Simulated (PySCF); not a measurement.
**[Dy(H2O)6]3+: other functionals and bases at one geometry**

The task here is to estimate one member of a computed series from the others.

Computed with PySCF 2.14.0. Level: several levels, as the steps say, no spin–orbit coupling.

2 further runs of the same task are left out: 2 for a known fault of the program.

**The system as given**

19 atoms, charge 3, spin multiplicity 1.

Bond lengths: Dy1–O2 2.350 Å, Dy1–O5 2.350 Å, Dy1–O8 2.350 Å, Dy1–O11 2.350 Å, Dy1–O14 2.350 Å, Dy1–O17 2.350 Å, O2–H3 0.977 Å, O2–H4 0.977 Å, O5–H6 0.977 Å, O5–H7 0.977 Å, O8–H9 0.977 Å, O8–H10 0.977 Å, O11–H12 0.977 Å, O11–H13 0.977 Å, O14–H15 0.977 Å, O14–H16 0.977 Å, O17–H18 0.977 Å, O17–H19 0.977 Å. Angles: O2–Dy1–O5 180.0°, O2–Dy1–O8 90.0°, O2–Dy1–O11 90.0°, O2–Dy1–O14 90.0°, O2–Dy1–O17 90.0°, O5–Dy1–O8 90.0°, O5–Dy1–O11 90.0°, O5–Dy1–O14 90.0°, O5–Dy1–O17 90.0°, O8–Dy1–O11 90.0°, O8–Dy1–O14 180.0°, O8–Dy1–O17 90.0°, O11–Dy1–O14 90.0°, O11–Dy1–O17 180.0°, O14–Dy1–O17 90.0°, Dy1–O2–H3 128.0°, Dy1–O2–H4 128.0°, H3–O2–H4 104.0° and more.

Coordinates:

| atom | x (Å) | y (Å) | z (Å) |
| --- | --- | --- | --- |
| Dy1 | 0.0000 | 0.0000 | 0.0000 |
| O2 | 0.0000 | 0.0000 | 2.3500 |
| H3 | 0.7702 | -0.0042 | 2.9512 |
| H4 | -0.7702 | 0.0042 | 2.9512 |
| O5 | 0.0000 | 0.0000 | -2.3500 |
| H6 | 0.7702 | 0.0006 | -2.9512 |
| H7 | -0.7702 | -0.0006 | -2.9512 |
| O8 | 2.3505 | -0.0055 | 0.0000 |
| H9 | 2.9499 | -0.7771 | 0.0006 |
| H10 | 2.9535 | 0.7633 | -0.0006 |
| O11 | 0.0055 | 2.3500 | 0.0000 |
| H12 | 0.0103 | 2.9512 | 0.7702 |
| H13 | 0.0036 | 2.9512 | -0.7702 |
| O14 | -2.3505 | 0.0055 | 0.0000 |
| H15 | -2.9499 | 0.7771 | 0.0006 |
| H16 | -2.9535 | -0.7633 | -0.0006 |
| O17 | -0.0055 | -2.3500 | 0.0000 |
| H18 | -0.0103 | -2.9512 | 0.7702 |
| H19 | -0.0036 | -2.9512 | -0.7702 |

Formal oxidation states: Dy +3. Each metal's 9 4f electrons lie in its core potential, so multiplicities, spins and levels count the valence alone. An earlier session relaxed this geometry at PBE0, Dy lcecp-1-SVP with ECP55, O def2-SVP, H def2-SVP (singlet, point group Th).

At PBE0 on the finer grid: E = -494.010554 Eh, HOMO -22.78 eV, LUMO -12.86 eV, Mulliken charge on Dy1 +1.34 e, largest force component 0.002 eV/Å. 

Levels to run: r2SCAN; TPSSh; PBE; revPBE; PBE0, TZVP. Hardware: 4 threads of Intel Xeon 6975P-C (Granite Rapids), shared host.

The first run:

run.py (the lines that set the calculation) reads:

```python
mol = gto.M(atom='''
Dy     0.00000     0.00000     0.00000
O      0.00000     0.00001     2.35002
H      0.77016    -0.00415     2.95124
H     -0.77016     0.00417     2.95124
O      0.00000    -0.00001    -2.35002
H      0.77017     0.00055    -2.95124
H     -0.77017    -0.00057    -2.95124
O      2.35047    -0.00550     0.00000
H      2.94995    -0.77709     0.00062
H      2.95355     0.76328    -0.00062
O      0.00550     2.34998    -0.00001
H      0.01026     2.95119     0.77022
H      0.00355     2.95120    -0.77024
O     -2.35047     0.00550     0.00000
H     -2.94995     0.77709     0.00062
H     -2.95355    -0.76328    -0.00062
O     -0.00550    -2.34998     0.00001
H     -0.01026    -2.95119     0.77024
H     -0.00355    -2.95121    -0.77022''',
    basis={'Dy': 'lcecp-1-SVP', 'O': 'def2-SVP', 'H': 'def2-SVP'},
    ecp={'Dy': 'lcecp-1-SVP'},
    charge=3, spin=0)
mf = dft.RKS(mol, xc='R2SCAN')
mf.grids.atom_grid = (75, 302)  # f atoms: unpruned, at least (60, 302)
mf = mf.density_fit()  # fitting sets: Dy AutoAux, O def2-universal-JKFIT, H def2-universal-JKFIT
mf.conv_tol = 1e-08; mf.max_cycle = 55
mf.kernel(dm0)  # dm0: the density of the relaxed state
```

Command:

```
$ OMP_NUM_THREADS=4 python run.py
```

Among the steps run: r2SCAN; TPSSh; PBE; revPBE; PBE0, TZVP.

One of the session's tables, all rows but one given; the rest of the session is left out.

| level | HOMO (eV) | gap (eV) | charge on Dy1 (e) | largest force component (eV/Å) |
| --- | --- | --- | --- | --- |
| PBE0 (relaxed here) | -22.78 | 9.91 | 1.34 | 0.00 |
| r2SCAN | -21.33 | 7.77 | 1.31 | 0.19 |
| TPSSh | -21.72 | 8.48 | 1.31 | 0.23 |
| PBE | ? | ? | ? | ? |
| revPBE | -20.81 | 7.06 | 1.16 | 0.36 |
| PBE0, TZVP | -22.83 | 9.95 | 1.94 | 0.32 |

Q: Estimate the row for PBE from the others.

The run gave: HOMO (eV): -20.85; gap (eV): 7.01; charge on Dy1 (e): 1.10; largest force component (eV/Å): 0.53. In the column «HOMO (eV)» it lies between r2SCAN (-21.33) and revPBE (-20.81).

In one basis the HOMO–LUMO gap runs from 7.01 eV (PBE) to 9.91 eV (PBE0). The largest leftover force, 0.53 eV/Å with PBE, stands at a geometry relaxed at another level. With 4f in the core, its levels are missing from HOMO and gap, and its count is fixed, so no charge can pass from the ligands into it. Total energies of different levels can't be compared.
